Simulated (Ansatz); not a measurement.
**C3H7BSi: one species, many methods**

One table from this session's results is given with a row withheld; the runs are named, their logs left out.

The runs use Ansatz 0.2.0, Gaussian basis; functionals in def2-TZVPP, the program's frozen cores in correlated methods.

Levels to be run: PBE-D4, r2SCAN-D4, PBE0-D4, B3LYP-D4, ωB97X-V, ωB97M-V, B2PLYP; CCSD(T)/def2-TZVPP; MP2/def2-QZVPP; extrapolation to the limit.

## The relaxed structure

All runs share one geometry, relaxed beforehand with PBE0-D4 in a triple-zeta def2 set.

12 atoms, charge 0, spin multiplicity 1.

Atoms are counted from 1 here; the program's logs count them from 0.

Bond lengths: C1–C2 1.251 Å, C1–B4 1.746 Å, C1–H6 1.070 Å, C2–C3 1.392 Å, C2–B4 1.738 Å, C3–B4 1.731 Å, C3–H7 1.086 Å, C3–H8 1.085 Å, B4–Si5 2.012 Å, B4–H9 1.200 Å, Si5–H10 1.492 Å, Si5–H11 1.493 Å, Si5–H12 1.496 Å. Angles: C2–C1–B4 68.6°, C2–C1–H6 151.6°, B4–C1–H6 139.7°, C1–C2–C3 135.1°, C1–C2–B4 69.3°, C3–C2–B4 66.1°, C2–C3–B4 66.6°, C2–C3–H7 117.0°, C2–C3–H8 118.4°, B4–C3–H7 116.3°, B4–C3–H8 114.2°, H7–C3–H8 115.4°, C1–B4–C2 42.1°, C1–B4–C3 89.3°, C1–B4–Si5 109.2°, C1–B4–H9 110.1°, C2–B4–C3 47.3°, C2–B4–Si5 120.5° and more.

The first run:

The input, in.yaml:

```yaml
crystal:
  periodic: [false, false, false]
  atoms:
    - {symbol: C, position_ang: [-1.665926, 0.521379, 0.190353]}
    - {symbol: C, position_ang: [-1.395504, -0.633277, 0.590100]}
    - {symbol: C, position_ang: [-0.227515, -1.315843, 0.917549]}
    - {symbol: B, position_ang: [0.028784, 0.362325, 0.577248]}
    - {symbol: Si, position_ang: [1.113901, 0.571080, -1.104400]}
    - {symbol: H, position_ang: [-2.360849, 1.262682, -0.145217]}
    - {symbol: H, position_ang: [0.154134, -2.019658, 0.184123]}
    - {symbol: H, position_ang: [-0.063012, -1.589023, 1.954459]}
    - {symbol: H, position_ang: [0.273325, 0.940400, 1.600029]}
    - {symbol: H, position_ang: [0.983254, 1.924063, -1.720272]}
    - {symbol: H, position_ang: [2.570988, 0.340209, -0.877847]}
    - {symbol: H, position_ang: [0.665520, -0.419334, -2.132126]}
basis:
  gaussian: {orbitals: def2-TZVPP}
hamiltonian: {xc: pbe, dispersion: d4}
output: {forces: true, orbitals: {seedname: orbitals}}
```

Started as:

```console
> ansatz run in.yaml --threads 4 --pin off --events-out ev --progress --plain --max-ram 10444MiB
```

Among the steps run: PBE-D4 (GGA); r2SCAN-D4 (meta-GGA); PBE0-D4 (hybrid); B3LYP-D4 (hybrid); ωB97X-V (range-separated); ωB97M-V (range-separated); B2PLYP (double hybrid); CCSD(T) in def2-TZVPP; MP2 in def2-QZVPP.

One table of the session follows, with a row left open; its other results are not shown here.

| method | atomisation energy (eV) |
| --- | --- |
| PBE-D4 | 48.072 |
| r2SCAN-D4 | 47.339 |
| PBE0-D4 | ? |
| B3LYP-D4 | 46.984 |
| ωB97X-V | 47.045 |
| ωB97M-V | 47.117 |
| B2PLYP | 46.519 |
| HF/def2-TZVPP | 34.893 |
| MP2/def2-TZVPP | 46.577 |
| CCSD/def2-TZVPP | 44.985 |
| CCSD(T)/def2-TZVPP | 45.758 |
| MP2/CBS | 47.638 |
| CCSD(T)/CBS | 46.820 |

Estimate the missing values for PBE0-D4.

The run gave: atomisation energy (eV): 47.390. In the column «atomisation energy (eV)» it lies between r2SCAN-D4 (47.339) and MP2/CBS (47.638).

Limits of these values: Free atoms (3 C, 1 B, 1 Si, 7 H) were run apart at each level; the atomisation energy is their sum less the molecule, without zero-point or spin-orbit terms.
